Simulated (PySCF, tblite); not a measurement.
# C4H5BF radical: geometry, infrared bands and EPR parameters

What infrared bands and EPR parameters should C4H5BF radical (`[CH2]C1=C(BF)C1`) show?

The runs use tblite 0.8.0 and PySCF 2.14.0, with density-fitted response routines of our own; the level of theory stands in each step. All values are computed, except where a source is named. Atoms are numbered from 0 throughout.

### Step 1. The molecule as given

11 atoms, charge 0, multiplicity 2; geometry from: force field or distance geometry start.

Bonds of the start (Å): C0–C1 1.48, C1–C2 1.36, C2–B3 1.55, B3–F4 1.43, C2–C5 1.50, C5–C1 1.49, C0–H6 1.12, C0–H7 1.10, B3–H8 1.19, C5–H9 1.10, C5–H10 1.10.

### Step 2. Relaxing the molecule with GFN2-xTB

The job: settings as JSON, then the geometry in Å.

```
{"job": {"kind": "relax", "xc": "GFN2-xTB", "basis": "xTB"}, "charge": 0, "multiplicity": 2}
C     -2.018200    -0.586500     0.158600
C     -0.735400     0.143900     0.063200
C      0.620900     0.172500    -0.049700
B      1.917500    -0.661200    -0.229200
F      1.779500    -1.972900    -0.776600
C     -0.083800     1.487400     0.076900
H     -1.913200    -1.291300     1.021800
H     -2.244500    -1.166400    -0.751300
H      2.915200    -0.223900     0.246100
H     -0.337100     2.083700    -0.809800
H      0.104700     2.017300     1.023900
```

The run is started by

```console
$ OMP_NUM_THREADS=1 python probes_run.py task.json out
```

One launch serves the whole session: the jobs run in the order shown.

Output:

```text
step      E/eV     max force
  0    -460.67169    3.361
  1    -461.01925    1.950
  2    -461.22171    2.585
  3    -461.31574    0.713
  4    -461.35897    0.605
  5    -461.39307    0.656
  6    -461.41625    0.523
  7    -461.43441    0.336
  8    -461.44678    0.338
  9    -461.45812    0.315
 10    -461.46763    0.281
 11    -461.47898    0.317
 12    -461.49201    0.321
 13    -461.50697    0.375
 14    -461.52835    0.436
 15    -461.57161    0.753
 16    -461.63077    1.298
 17    -461.70205    1.428
 18    -461.76803    2.570
 19    -461.85310    2.063
 20    -461.94000    1.021
 21    -461.99456    0.759
 22    -462.04386    0.673
 23    -462.09886    0.843
 24    -462.14283    0.964
 25    -462.22078    0.985
 26    -462.28969    0.782
 27    -462.31382    1.168
 28    -462.37908    0.537
 29    -462.40842    0.728
 30    -462.43531    0.511
 31    -462.45376    0.430
 32    -462.47747    0.368
 33    -462.48770    0.298
 34    -462.49414    0.226
 35    -462.49987    0.245
 36    -462.50472    0.234
 37    -462.50786    0.201
 38    -462.51031    0.179
 39    -462.51306    0.166
 40    -462.51593    0.138
 41    -462.51840    0.136
 42    -462.52051    0.132
 43    -462.52267    0.138
 44    -462.52548    0.132
 45    -462.52869    0.120
 46    -462.53153    0.113
 47    -462.53372    0.132
 48    -462.53564    0.135
 49    -462.53748    0.139
 50    -462.53922    0.163
 51    -462.54067    0.132
 52    -462.54158    0.087
 53    -462.54206    0.081
 54    -462.54236    0.050
 55    -462.54251    0.027
 56    -462.54258    0.027
 57    -462.54268    0.025
 58    -462.54276    0.019
 59    -462.54284    0.022
 60    -462.54294    0.033
 61    -462.54310    0.039
 62    -462.54330    0.039
 63    -462.54350    0.030
 64    -462.54362    0.024
 65    -462.54369    0.029
 66    -462.54377    0.029
 67    -462.54387    0.027
 68    -462.54399    0.031
 69    -462.54408    0.021
 70    -462.54413    0.019
 71    -462.54419    0.023
 72    -462.54428    0.025
 73    -462.54441    0.024
 74    -462.54457    0.026
 75    -462.54469    0.028
 76    -462.54476    0.025
 77    -462.54480    0.018
 78    -462.54483    0.015
 79    -462.54487    0.015
 80    -462.54489    0.010
 81    -462.54490    0.007
```

It took 0.32 s on 1 thread of Arm Neoverse V1, shared host.

Along the way: (not every step is listed)

```tsv
step	energy from step 0 (eV)	largest force (eV/Å)
0	0.0000	3.3610
1	-0.3476	1.9500
2	-0.5500	2.5851
3	-0.6440	0.7131
4	-0.6873	0.6046
5	-0.7214	0.6557
6	-0.7446	0.5231
7	-0.7627	0.3364
8	-0.7751	0.3379
14	-0.8567	0.4364
20	-1.2683	1.0214
26	-1.6180	0.7822
32	-1.8058	0.3682
38	-1.8386	0.1785
44	-1.8538	0.1319
50	-1.8675	0.1628
56	-1.8709	0.0269
62	-1.8716	0.0391
68	-1.8723	0.0308
74	-1.8729	0.0263
76	-1.8731	0.0248
77	-1.8731	0.0178
78	-1.8731	0.0150
79	-1.8732	0.0154
80	-1.8732	0.0102
81	-1.8732	0.0066
```

Distances of close pairs at the start and the end, largest changes first:

```tsv
bond	before (Å)	after (Å)	change (Å)
C0–C1	1.479	1.332	-0.148
B3–F4	1.428	1.333	-0.095
C2–B3	1.552	1.503	-0.049
C0–H6	1.119	1.077	-0.042
C1–C2	1.361	1.389	+0.028
C0–H7	1.102	1.077	-0.025
C5–H10	1.101	1.084	-0.017
B3–H8	1.189	1.174	-0.014
```

The end geometry stands in the next job.

### Step 3. Vibrational analysis with GFN2-xTB

The job: settings as JSON, then the geometry in Å.

```
{"job": {"kind": "ir", "xc": "GFN2-xTB", "basis": "xTB"}, "charge": 0, "multiplicity": 2}
C     -1.877051    -0.675501     0.050212
C     -0.739441     0.016137     0.077442
C      0.641466     0.063465    -0.062954
B      1.952871    -0.611101    -0.354386
F      1.945459    -1.901825    -0.685855
C     -0.072285     1.320638     0.305094
H     -2.825905    -0.210932     0.261232
H     -1.877985    -1.726346    -0.187224
H      3.000564    -0.082633    -0.309352
H     -0.165512     2.107291    -0.435408
H      0.023243     1.703477     1.315236
```

Output:

```text
mode    cm-1     km/mol
  1      91.0      0.64
  2     112.3      0.72
  3     178.2      0.11
  4     333.5      1.92
  5     346.6      0.09
  6     446.9      7.87
  7     497.5      0.79
  8     694.8     85.63
  9     767.0     29.55
 10     830.1     31.84
 11     846.3      4.40
 12     921.8      0.38
 13     967.0      0.02
 14     999.9      4.01
 15    1025.6      0.24
 16    1030.2     26.32
 17    1122.5    100.81
 18    1193.0    256.41
 19    1378.1     51.86
 20    1420.0     19.92
 21    1474.5     88.35
 22    1778.1     28.22
 23    2609.5    166.45
 24    3011.0     20.53
 25    3025.6     24.37
 26    3090.7      5.29
 27    3117.4     21.76
```

Run time: 0.2 s. Hardware: 1 thread of Arm Neoverse V1, shared host.

Which atoms move in the most intense modes:

```tsv
cm⁻¹	km/mol	atoms
695	85.6	H8 50 %, B3 35 %
767	29.6	B3 48 %, C1 17 %, H8 12 %
830	31.8	H6 39 %, H7 31 %, C0 23 %
1122	100.8	C5 31 %, C1 29 %, C2 12 %
1193	256.4	B3 54 %, F4 19 %, H8 11 %
1378	51.9	H7 36 %, H6 35 %, C2 12 %
1474	88.3	C2 39 %, C0 23 %
2610	166.4	H8 92 %
```

### Step 4. EPR parameters: B3LYP/pcH-1

Same as in step 3 but for these lines:

```diff
@@ -1,2 +1,2 @@
-{"job": {"kind": "ir", "xc": "GFN2-xTB", "basis": "xTB"}, "charge": 0, "multiplicity": 2}
+{"job": {"kind": "epr", "basis": "pcH-1"}, "charge": 0, "multiplicity": 2}
 C     -1.877051    -0.675501     0.050212
```

With the program's defaults for keys left out, this is: UKS B3LYP, pcH-1 on B C F H, non-relativistic, mean-field spin-orbit, GIAO.

Output:

```text
UKS, coarse grid
  cycle   1  E = -280.03834933  |g| = 3.68e-01
  cycle   2  E = -279.98922285  |g| = 5.75e-01
  cycle   3  E = -280.08774599  |g| = 6.14e-02
  cycle   4  E = -280.08921716  |g| = 2.83e-02
  cycle   5  E = -280.08961483  |g| = 1.16e-02
  cycle   6  E = -280.08969043  |g| = 5.49e-03
  cycle   7  E = -280.08971987  |g| = 2.25e-03
  cycle   8  E = -280.08972686  |g| = 7.41e-04
UKS, final grid
  cycle   1  E = -280.08973402  |g| = 8.06e-04
  cycle   2  E = -280.08973359  |g| = 1.33e-03
  cycle   3  E = -280.08973456  |g| = 1.85e-04
  cycle   4  E = -280.08973460  |g| = 1.33e-04
  cycle   5  E = -280.08973463  |g| = 7.53e-05
  cycle   6  E = -280.08973464  |g| = 1.20e-05
E = -280.08973464 Eh   <S^2> = 0.7696 (exact 0.7500)
g shifts (ppm)      1          2          3
  rmc          -138       -138       -138
  gc              1         27         33
  oz_so         -21        840       1224
  total        -158        729       1119
hyperfine (MHz)  atom isotope    a_iso     a_fc   dipolar eigenvalues
    0   13C      36.04      36.04    -35.13    -34.30     69.42
    1   13C     -41.71     -41.71    -24.31      6.74     17.57
    2   13C      43.66      43.66    -52.44    -48.32    100.75
    3   11B     -13.00     -13.00     -9.42     -4.02     13.44
    4   19F      31.48      31.48    -70.96    -65.08    136.03
    5   13C     -12.69     -12.69     -2.41      0.71      1.69
    6    1H     -29.68     -29.68    -16.65     -1.01     17.66
    7    1H     -28.12     -28.12    -14.73     -1.60     16.33
    8    1H     -10.08     -10.08     -5.84     -2.51      8.34
    9    1H      40.32      40.32     -3.07     -2.26      5.33
   10    1H      41.64      41.64     -3.05     -2.20      5.26
```

It took 31 s on 1 thread of Arm Neoverse V1, shared host; peak memory 0.74 GiB.

Principal g values 2.00216, 2.00305, 2.00344; g(iso) = 2.00288, against 2.00232 for a free electron.

Hyperfine couplings; where a row names several nuclei, a(iso) is their mean (it holds for fast rotation or exchange) and the dipolar term the largest among them:

```tsv
nuclei	isotope	a(iso) (MHz)	a(iso) (G, at g = 2.0023)	largest dipolar term (MHz)
C2	13C	43.7	15.6	100.8
C1	13C	-41.7	-14.9	-24.3
H9, H10	1H	41.0	14.6	5.3
C0	13C	36.0	12.9	69.4
F4	19F	31.5	11.2	136.0
H6, H7	1H	-28.9	-10.3	17.7
B3	11B	-13.0	-4.6	13.4
C5	13C	-12.7	-4.5	-2.4
H8	1H	-10.1	-3.6	8.3
```

Mulliken spin populations:

```tsv
atom	value (e)
C0	0.47
C1	-0.21
C2	0.66
B3	0.11
F4	0.03
C5	-0.04
H6	-0.02
H7	-0.02
H8	-0.01
H9	0.02
H10	0.02
```

In first order the couplings over 0.8 MHz of 1H, 19F, 11B give 144 distinct lines over 78.6 G, if the averaged nuclei exchange fast; the same motion can average rows kept apart here too.

Orbitals, density, ELF and potential are computed afterwards from the orbital file.

ELF in a plane through or near 9 of the atoms.

Ten even steps from '0' (0.00) to '9' (1.00):
```
0000000000000000000000000000
0000000000000000000000000000
0000000000000000000000000000
0000000122110000367510000000
0000003577530001999950000000
0000015878751002999960000000
0000003757620000799941000000
0000001376311221464666510000
0004666524576775757499961000
0018999933982882583899982000
0019999974852461462499940000
0007999941578869861026400000
0002699600368436751000000000
0000134000246334541000000000
0000000000013554210000000000
0000000000001121000000000000
0000000000000000000000000000
0000000000000000000000000000
0000000000000000000000000000
0000000000000000000000000000
```
The map spans 11.2 Å across and 9.1 Å up, centred on the molecule. Atoms in the plane (x, y in Å): C0 (1.8, 0.8), C1 (0.7, 0.0), C2 (-0.6, -0.1), B3 (-2.0, 0.5), F4 (-2.1, 1.9), C5 (0.2, -1.3), H6 (2.8, 0.4), H7 (1.8, 1.9), H8 (-3.0, -0.1).

On the surface of density 0.002 e/bohr³ the electrostatic potential runs, from the 1st to the 99th percentile, from -0.98 V near F4 to 1.07 V near B3.

The spin density lies nearest to C2 41 %; C0 24 %; B3 10 %; C1 9 % (beta excess).

### Step 5. Outcome

| quantity | value |
| --- | --- |
| strongest single infrared mode (GFN2-xTB) | 1193 cm⁻¹, 256 km/mol |
| zero-point energy (GFN2-xTB) | 47.6 kcal/mol |
| g(iso) (B3LYP) | 2.00288 |
| ⟨S²⟩ | 0.770 (exact 0.75) |
| largest a(iso) (averaged by class) | 13C on C2, 43.7 MHz |
| potential on the surface of density 0.002 e/bohr³, 1st and 99th percentile | -0.98 V and 1.07 V |

**Reading.** The optimisation took 81 steps and gained 1.873 eV; among the close pairs (by a distance rule), C0–C1 changed most, from 1.479 to 1.332 Å. No mode is imaginary among the 27: a minimum at this level. The strongest single mode, at 1193 cm⁻¹, moves mainly B3. GFN2-xTB is a fitted tight-binding method: band positions and strengths are rough. Its intensities can rank the bands wrongly. The largest spin populations lie on C2 (0.66 e), C0 (0.47 e). The isotropic g lies 0.6 ppt above the free-electron value. The conformer search found further structures of the same energy, which may be mirror or relabelled copies of this one.
